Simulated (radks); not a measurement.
**Sb⁺ in [Kr] 4d10 5s2 5p1.75 6p0.25: an all-electron calculation**

Aim: the levels, the sizes of the orbitals and the parts of the energy of the antimony ion Sb+.

The numbers are computed with radks (a radial shooting solver on a logarithmic mesh, Libxc functionals) version 1 (scalar-relativistic Kohn-Sham, XLYP, spin-polarised, spherical densities, finite nucleus; open shells are filled with parallel spins first), except any that are marked as measured or tabulated.

### 1 Starting point

* element: antimony (Z = 51)
* charge: +1
* electrons: 50
* configuration: [Kr] 4d10 5s2 5p1.75 6p0.25
* nuclear rms radius: 4.6802 fm

### 2 The calculation

Input:

```text
Z 51
configuration [Kr] 4d10 5s2 5p1.75 6p0.25
relativity scalar-relativistic
functional xlyp
spin polarised
nucleus finite rms 4.6802 fm
c 137.035999084
```

The run is started by

```console
> python run_ks.py task.json out
```

This one command runs every case of the session in turn.

**Question.** What will this run give?

As calculated:

```
                        quantity                   value
                    total energy     -6482.10804 hartree
exchange-correlation share of it                  2.64 %
                            −T/E                  1.0459
          highest occupied level        6p up, -3.677 eV
    most extended occupied level  6p up, <r> = 7.10 bohr
 radius at density 0.001 e/bohr³               4.22 bohr
    maxima of the radial density                       4
```

The radial density shows 4 maxima for 6 occupied principal shells; where shells overlap, one shows as a shoulder or not at all. Relativity lifts −T/E to 1.046. This is not the tabulated ground configuration, so its levels and sizes aren't those of the ground state, and no measured value stands beside it.
